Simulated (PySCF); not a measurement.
# Tc2 at other levels of theory

Starting from one script, swap the method and compare what comes out for Tc2.

The runs use PySCF 2.14.0; method and basis as typed in the scripts.

5 further runs of the same task are left out: 2 for a known fault of the program, 3 that didn't finish.

## (1) The starting structure

Tc2: 2 atoms, charge 0, spin multiplicity 1.

Bond lengths: Tc1–Tc2 2.232 Å.

## (2) Base script

Contents of input.py:

```python
from pyscf import gto, scf

mol = gto.M(
    atom='Tc 0 0 0; Tc 0 0 2.232',
    basis='sbkjc',
    ecp={'Tc': 'sbkjc'},
    charge=0,
    spin=0,
    verbose=4,
)
mf = scf.RHF(mol)
mf.level_shift = 0.3
mf.kernel()
mf.dip_moment()
print('orbital energies (hartree):', mf.mo_energy[..., max(0, mol.nelec[1]-3):mol.nelec[0]+3].round(4))
```

Run with:

```
$ python input.py
```

## (3) MP2

Run 1 changes step after the SCF: none → mp2.

Edit input.py of step 2 so:

```diff
@@ -1,2 +1,2 @@
-from pyscf import gto, scf
+from pyscf import gto, scf, mp
 
@@ -13,2 +13,3 @@
 mf.kernel()
+mp.MP2(mf).kernel()
 mf.dip_moment()
```

## (4) Stability test

Run 2 changes step after the SCF: none → stability.

Edit input.py of step 2 so:

```diff
@@ -13,2 +13,3 @@
 mf.kernel()
+mf.stability(internal=True, external=True)
 mf.dip_moment()
```

## (5) Gradient

Run 3 changes step after the SCF: none → gradient.

Edit input.py of step 2 so:

```diff
@@ -13,2 +13,3 @@
 mf.kernel()
+mf.nuc_grad_method().kernel()
 mf.dip_moment()
```

**Question.** What will these runs give? Wanted: for each run, E(SCF); from base; gap; after the SCF.

**Answer**, as computed:

| run | E(SCF) (hartree) | from base (eV) | cycles | gap (eV) | after the SCF |
| --- | --- | --- | --- | --- | --- |
| base | -158.973300 | 0 | 28 | 4.60 | n/a |
| MP2 | -158.973300 | 0.0000 | 28 | 4.60 | MP2 correlation -15.698 eV |
| stability test | -158.973300 | 0.0000 | 28 | 4.60 | unstable: internal, real -> complex, RHF/RKS -> UHF/UKS |
| gradient | -158.973300 | 0.0000 | 28 | 4.60 | n/a |

What this shows: The dearest run is “gradient”, at 6.1 s against 2 s.
